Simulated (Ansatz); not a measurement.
YbCu4Pd, space group F-43m: an equation of state with a fit, run with Ansatz 0.2.0, Python API.

`ybcu4pd.py`:
```python
"""Equation of state of YbCu4Pd."""

import warnings

import ansatz as az
import numpy as np

vectors0 = np.array([
    [0.0, 3.497309, 3.497309],
    [3.497309, 0.0, 3.497309],
    [3.497309, 3.497309, 0.0],
])
sites = [
    ("Yb", (0.0, 0.0, 0.0)),
    ("Cu", (0.37541167, 0.37541167, 0.37541167)),
    ("Cu", (0.873765, 0.37541167, 0.37541167)),
    ("Cu", (0.37541167, 0.37541167, 0.873765)),
    ("Cu", (0.37541167, 0.873765, 0.37541167)),
    ("Pd", (0.75, 0.75, 0.75)),
]


def on_lattice(cell):
    crystal = az.Crystal(lattice=az.Lattice.of(cell))
    for symbol, position in sites:
        crystal = crystal.atom(symbol, position)
    return crystal

warnings.simplefilter("ignore", az.DeckWarning)

# scale the volume, keep shape and fractions
volumes, energies, pressures = [], [], []
for scale in np.linspace(0.95, 1.07, 5):
    cell = vectors0 * scale ** (1 / 3)
    calculation = (
        on_lattice(cell).calculation()
        .functional("pbesol")
        .pseudopotentials("paw")
        .occupations("cold", width=0.1)
        .basis(500)
        .kpoints(6, 6, 6)
        .stress()
    )
    report = calculation.run(threads=1, pin="off").report
    volumes.append(abs(np.linalg.det(cell)) / len(sites))
    energies.append(report["free_energy_ev"] / len(sites))
    pressures.append(np.trace(report["stress_gpa"]) / 3)
    print(f"V = {volumes[-1]:8.4f} A^3/atom  F = {energies[-1]:.5f} eV/atom  P = {pressures[-1]:8.3f} GPa")

# third-order Birch-Murnaghan: a cubic in V^(-2/3)
x = np.array(volumes) ** (-2 / 3)
poly = np.polynomial.Polynomial.fit(x, energies, 3).convert()
roots = poly.deriv().roots()
x0 = min((r.real for r in roots if abs(r.imag) < 1e-9 and poly.deriv(2)(r.real) > 0), key=lambda r: abs(r - x.mean()))
v0 = x0 ** -1.5
b0 = 4 / 9 * poly.deriv(2)(x0) * v0 ** (-7 / 3) * 160.21766
b1 = 4 + 2 / 3 * x0 * poly.deriv(3)(x0) / poly.deriv(2)(x0)
print(f"V0 = {v0:.4f} A^3/atom, B0 = {b0:.1f} GPa, dB/dP = {b1:.2f}")
```

From its runs, with one value withheld:

| V (Å³/atom) | F less the lowest row shown (meV/atom) |
| --- | --- |
| 13.546 | 3.78 |
| 13.974 | 0.00 |
| 14.401 | 6.76 |
| 14.829 | 22.30 |
| 15.257 | ? |

What is the missing energy at 15.257 Å³ an atom?

A third-order Birch-Murnaghan fit, E = E0 + (9 V0 B0 / 16) [(t - 1)³ B' + (t - 1)² (6 - 4t)] with t = (V0/V)^(2/3), through the 4 rows shown gives V0 = 13.901 Å³, B0 = 132.0 GPa, B' = 4.95 and E0 = -0.15 meV. At V = 15.257 Å³, t = 0.93984, and the fit extrapolates to 45.14 meV. The run gave 45.12 meV, a miss of 0.02 meV.

Reading the output:
- Semilocal functionals put the nearly full 4f shell of Yb too close to the Fermi level.
- Shape and fractional positions are held along the curve, so the bulk modulus is an upper value where they are free to relax.
- For a metal this k-point mesh is coarse: on a finer one energies can move by several to tens of meV an atom and pressures by half a GPa or more, differences at one mesh by less.
- Pressure is positive in compression.
- This cell is a computed structure, which may not be the phase found in nature.
- Timing: 97 s on 1 thread of Arm Neoverse V2, with other jobs on the host, peak memory 0.49 GiB.
